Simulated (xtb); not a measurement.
# Si3PH9 (SMILES [SiH3][SiH2][SiH2]P) at GFN2-xTB

Aim: vibrational wavenumbers of Si3PH9. 

The calculation is run with xtb 6.7.1.

5 further runs of the same task are left out: 5 set aside as unsound or not needed.

### 1 The structure to begin with

Si3PH9 has 13 atoms, charge 0, and is taken as a singlet. SMILES: `[SiH3][SiH2][SiH2]P`. The shape was relaxed beforehand at GFN2-xTB. This is one conformer, not always the lowest.

Bond lengths: Si1–Si2 2.323 Å, Si2–Si3 2.333 Å, Si3–P4 2.242 Å, Si1–H5 1.466 Å, Si1–H6 1.464 Å, Si1–H7 1.465 Å, Si2–H8 1.474 Å, Si2–H9 1.471 Å, Si3–H10 1.470 Å, Si3–H11 1.469 Å, P4–H12 1.382 Å, P4–H13 1.382 Å. Some angles: Si1–Si2–Si3 114.7°, Si2–Si3–P4 113.5°, Si1–Si2–H8 109.6°, Si1–Si2–H9 111.1°, Si3–Si2–H8 108.8°, Si3–Si2–H9 108.5°, Si2–Si1–H5 111.3°, Si2–Si1–H6 113.8°, Si2–Si1–H7 111.4°, Si2–Si3–H10 112.8°.

### 2 The harmonic vibrations at GFN2-xTB

File input.inp:

```
$hess
   step=0.002
$end
```

File start.xyz:

```xyz
13
H9PSi3
Si    -1.44423600     0.89433300     1.38191100
Si    -0.28525900    -1.01527900     0.74302000
Si     1.57562800    -0.62019100    -0.60676100
P      1.10514700     0.56244300    -2.45260000
H     -1.94762400     1.62781200     0.21651100
H     -2.60335300     0.62368600     2.23365300
H     -0.58194200     1.82222700     2.11873000
H     -1.19677700    -1.93602900     0.03919900
H      0.14656400    -1.79131600     1.91575600
H      2.60701200     0.18183700     0.06739300
H      2.26537800    -1.81001600    -1.12329600
H     -0.06785300    -0.10736600    -2.74410000
H      0.42731600     1.56785800    -1.78942600
```

The run is started by

```
$ xtb start.xyz -I input.inp --chrg 0 --hess > xtb.out
```

What values should one expect? Wanted: total energy; dipole moment; HOMO energy; LUMO energy; HOMO–LUMO gap; dispersion energy; mean polarisability; lowest harmonic wavenumber; highest harmonic wavenumber.

**Answer.** As computed:

Level: GFN2-xTB.

```
                      quantity          value
                  total energy   -12.26349 Eh
                 dipole moment         2.41 D
                   HOMO energy       -9.95 eV
                   LUMO energy       -6.19 eV
                 HOMO–LUMO gap        3.76 eV
             dispersion energy  -27.55 kJ/mol
mean polarisability (D4 model)    113.3 bohr³
    lowest harmonic wavenumber        11 cm⁻¹
   highest harmonic wavenumber      2392 cm⁻¹
             zero-point energy   192.9 kJ/mol
```

All 33 modes are real, though the softest (11 cm⁻¹) is within numerical noise. Mulliken charges run from -0.34 on P4 to +0.39 on Si3.
